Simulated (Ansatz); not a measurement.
# CH₄BrFSi: up Jacob's ladder to CCSD(T)

How much do the methods differ for CH₄BrFSi? The plan is to run it at one geometry with functionals of several rungs and with coupled cluster. The yardstick is the atomisation energy at the CCSD(T) limit.

The runs use Ansatz 0.2.0, Gaussian basis; functionals in def2-TZVPP, the program's frozen cores in correlated methods.

The runs, in order: LDA (SPW92), PBE-D4, revPBE-D4, BLYP-D4, r2SCAN-D4, B97M-V, PBE0-D4, B3LYP-D4, r2SCANh-D4, r2SCAN0-D4, HSE06-D4, BHLYP-D4, CAM-B3LYP-D4, LC-ωPBE, ωB97X-V, ωB97M-V, B2PLYP, PBE-QIDH; CCSD(T)/def2-SVP; CCSD(T)/def2-TZVPP; MP2/def2-QZVPP; extrapolation to the limit; RPA on PBE.

### Step 1. Structure used throughout

An earlier PBE0-D4 in a triple-zeta def2 set relaxation fixed the geometry.

SMILES `C[SiH](F)Br`, 8 atoms, charge 0, spin multiplicity 1.

Atoms are counted from 1 here; the program's logs count them from 0.

Bond lengths: C1–Si2 1.844 Å, C1–H5 1.093 Å, C1–H6 1.092 Å, C1–H7 1.092 Å, Si2–F3 1.594 Å, Si2–Br4 2.213 Å, Si2–H8 1.478 Å. Angles: Si2–C1–H5 110.1°, Si2–C1–H6 110.3°, Si2–C1–H7 110.6°, H5–C1–H6 108.6°, H5–C1–H7 108.7°, H6–C1–H7 108.4°, C1–Si2–F3 109.5°, C1–Si2–Br4 110.3°, C1–Si2–H8 114.1°, F3–Si2–Br4 107.7°, F3–Si2–H8 107.4°, Br4–Si2–H8 107.6°.

As a file:

```mol
CH4BrFSi
  3D, bonds by distance, orders not assigned

  8  7  0  0  0  0  0  0  0  0999 V2000
   -0.2514    0.9584    0.1964 C   0  0
    0.3695   -0.7377   -0.1758 Si  0  0
    1.0309   -1.3618    1.1337 F   0  0
   -1.3052   -2.0542   -0.7744 Br  0  0
    0.5741    1.5989    0.5180 H   0  0
   -0.7075    1.3986   -0.6931 H   0  0
   -1.0007    0.9284    0.9899 H   0  0
    1.3823   -0.7878   -1.2506 H   0  0
  1  2  8  0
  2  3  8  0
  2  4  8  0
  1  5  8  0
  1  6  8  0
  1  7  8  0
  2  8  8  0
M  END
```

### Step 2. LDA

This LDA is Slater exchange with PW92 correlation.

in.yaml reads:

```yaml
crystal:
  periodic: [false, false, false]
  atoms:
    - {symbol: C, position_ang: [-0.251368, 0.958436, 0.196382]}
    - {symbol: Si, position_ang: [0.369492, -0.737740, -0.175845]}
    - {symbol: F, position_ang: [1.030929, -1.361786, 1.133723]}
    - {symbol: Br, position_ang: [-1.305227, -2.054178, -0.774397]}
    - {symbol: H, position_ang: [0.574144, 1.598888, 0.517971]}
    - {symbol: H, position_ang: [-0.707528, 1.398572, -0.693094]}
    - {symbol: H, position_ang: [-1.000679, 0.928378, 0.989933]}
    - {symbol: H, position_ang: [1.382337, -0.787770, -1.250572]}
basis:
  gaussian: {orbitals: def2-TZVPP}
hamiltonian: {xc: lda}
output: {orbitals: {seedname: orbitals}}
```

Run with:

```bash
$ ansatz run in.yaml --threads 4 --pin off --events-out ev --progress --plain --max-ram 10444MiB
```

Further steps of the session: PBE-D4 (GGA); revPBE-D4 (GGA); BLYP-D4 (GGA); r2SCAN-D4 (meta-GGA); B97M-V (meta-GGA); PBE0-D4 (hybrid); B3LYP-D4 (hybrid); r2SCANh-D4 (hybrid); r2SCAN0-D4 (hybrid); HSE06-D4 (hybrid); BHLYP-D4 (hybrid); CAM-B3LYP-D4 (range-separated); LC-ωPBE (range-separated); ωB97X-V (range-separated); ωB97M-V (range-separated); B2PLYP (double hybrid); PBE-QIDH (double hybrid); CCSD(T) in def2-SVP; CCSD(T) in def2-TZVPP; MP2 in def2-QZVPP; RPA on PBE orbitals.

**Question.** What will the summary of the whole plan be? Wanted: atomisation energy, CCSD(T)/CBS; farthest beyond LDA; mean size of error, GGA; mean size of error, meta-GGA; mean size of error, hybrid; mean size of error, range-separated; mean size of error, double hybrid; gap, smallest and largest; T1 diagnostic.

**Answer**, as computed:

| quantity | value |
| --- | --- |
| atomisation energy, CCSD(T)/CBS | 30.189 eV |
| functionals within 0.302 eV (1.0 %) | PBE-D4, r2SCAN-D4, B97M-V, r2SCANh-D4, HSE06-D4, CAM-B3LYP-D4, ωB97X-V, ωB97M-V |
| farthest beyond LDA | BHLYP-D4 (-0.927 eV) |
| mean size of error, GGA | 0.397 eV |
| mean size of error, meta-GGA | 0.082 eV |
| mean size of error, hybrid | 0.418 eV |
| mean size of error, range-separated | 0.198 eV |
| mean size of error, double hybrid | 0.426 eV |
| gap, smallest and largest | 6.67 eV (LDA (SPW92)), 13.94 eV (LC-ωPBE) |
| T1 diagnostic | 0.0090 |
| triples share of the correlation energy | 3.2 % |

What this shows: The LDA atomisation energy is off by 3.572 eV (12 %): it overbinds. PBE-D4 misses by +0.022 eV. Double hybrids carry the basis error of their MP2 part in triple zeta, and no dispersion term here, so their miss is partly the set-up's. The rungs meta-GGA, range-separated miss on average by less than the doubt on the reference (0.302 eV), so they tie. The reference freezes the cores and leaves out relativity and excitations past (T), and its outer-core shells are covered unevenly, so misses under about 0.302 eV can't be ranked. All levels share the lack of spin-orbit coupling, which lowers the free heavy atoms and so the true binding. Hartree-Fock recovers 76 % of the binding; the rest is correlation. CCSD(T) in def2-SVP is off by -2.130 eV, worse than the median functional, from the basis alone. Orbital gaps span 6.7 to 13.9 eV; exact exchange widens them. Correlated methods include outer-core shells of Br, which these sets cover unevenly.
